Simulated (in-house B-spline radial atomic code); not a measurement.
# Hg⁵⁺: density, ELF and screening along the radius

How do the shells of Hg⁵⁺ show in real space, and how much do the settings move them?

Program: in-house B-spline radial atomic code version 1. Level of theory: several methods, spin-polarised, as named in each step; spherical all-electron atom at the radial basis limit. These are calculated values, not measurements, unless marked.

## 1. The atom as given

```
element       : mercury (Z = 80)
charge        : +5
electrons     : 75
configuration : [Xe] 4f14 5d6 6d1
nucleus       : point (non-relativistic runs) or finite (X2C runs)
```

The outer shells:

[Xe] 4f14 5d6 6d1
```
[Xe] core
4f [↑↓][↑↓][↑↓][↑↓][↑↓][↑↓][↑↓]
5d [↑↓][↑ ][↑ ][↑ ][↑ ]
6d [↑ ][  ][  ][  ][  ]
```

Where spins are not typed, each open shell is filled with up spins first.

## 2. PBE, X2C, [Xe] 4f14 5d6 6d1

Settings, as recorded:

```ini
Z = 80
electrons = 75.0
configuration = [Xe] 4f14 5d6 6d1
hamiltonian = x2c
method = pbe,pbe
spin_polarised = True
nucleus = fermi
rms_radius = 5.4648
mass_number = 202
atomic_mass = 201.970643604
speed_of_light = 137.035999084
```

Started as:

```console
> python run_scf.py task.json out
```

task.json lists these runs, among others, and the program works through them in turn.

## 3. Hartree-Fock, X2C, [Kr] 4d9 4f14 5s2 5p6 5d7 6f1

Settings, as recorded:

```ini
Z = 80
electrons = 75.0
configuration = [Kr] 4d9 4f14 5s2 5p6 5d7 6f1
hamiltonian = x2c
method = hf
spin_polarised = True
nucleus = fermi
rms_radius = 5.4648
mass_number = 202
atomic_mass = 201.970643604
speed_of_light = 137.035999084
```

## 4. Hartree-Fock, X2C, [Kr] 4d10 4f14 5s2 5p5 5d7 6d1

The settings differ from step 3 so:

```diff
@@ -2,3 +2,3 @@
 electrons = 75.0
-configuration = [Kr] 4d9 4f14 5s2 5p6 5d7 6f1
+configuration = [Kr] 4d10 4f14 5s2 5p5 5d7 6d1
 hamiltonian = x2c
```

## 5. LDA (VWN5), non-rel., [Xe] 4f13 5d7 6f1

Settings, as recorded:

```ini
Z = 80
electrons = 75.0
configuration = [Xe] 4f13 5d7 6f1
hamiltonian = nr
method = lda,vwn
spin_polarised = True
```

How large is the system in each run, where do the shell borders lie, and what is the highest level?

The runs gave:

| run | total energy (hartree) | highest level (eV) | radius holding 50 / 90 / 99 % (bohr) | radius at n = 0.001 (bohr) | ELF minima on the full grid (bohr) |
| --- | --- | --- | --- | --- | --- |
| PBE, X2C, [Xe] 4f14 5d6 6d1 | -19617.9831 | -33.587 | 0.350 / 1.10 / 2.58 | 4.02 | 0.023, 0.090, 0.28, 0.69, 2.7 |
| Hartree-Fock, X2C, [Kr] 4d9 4f14 5s2 5p6 5d7 6f1 | -19598.2421 | -21.998 | 0.350 / 1.12 / 3.79 | 4.87 | 0.022, 0.090, 0.23, 0.75, 3.1 |
| Hartree-Fock, X2C, [Kr] 4d10 4f14 5s2 5p5 5d7 6d1 | -19610.0004 | -35.872 | 0.350 / 1.11 / 2.62 | 4.07 | 0.023, 0.091, 0.23, 0.70, 2.2 |
| LDA (VWN5), non-rel., [Xe] 4f13 5d7 6f1 | -18391.3908 | -21.343 | 0.356 / 1.14 / 3.61 | 4.86 | 0.027, 0.11, 0.28, 0.72, 2.9 |

In the first run ELF has 5 minima on the grid, which mark the borders between shells. On the record's full grid the screened charge (r times the electrostatic potential) falls from 79.8 near the nucleus to 5.00 at 10 bohr; far out it tends to the net charge, 5. The radius that holds 99 % of the electrons runs from 2.58 bohr (PBE, X2C, [Xe] 4f14 5d6 6d1) to 3.79 bohr (Hartree-Fock, X2C, [Kr] 4d9 4f14 5s2 5p6 5d7 6f1). The grid is coarse (about 25 % a step), so the places of minima are rough. For X2C runs ELF uses the non-relativistic kinetic energy density, and the fields carry no picture-change correction.
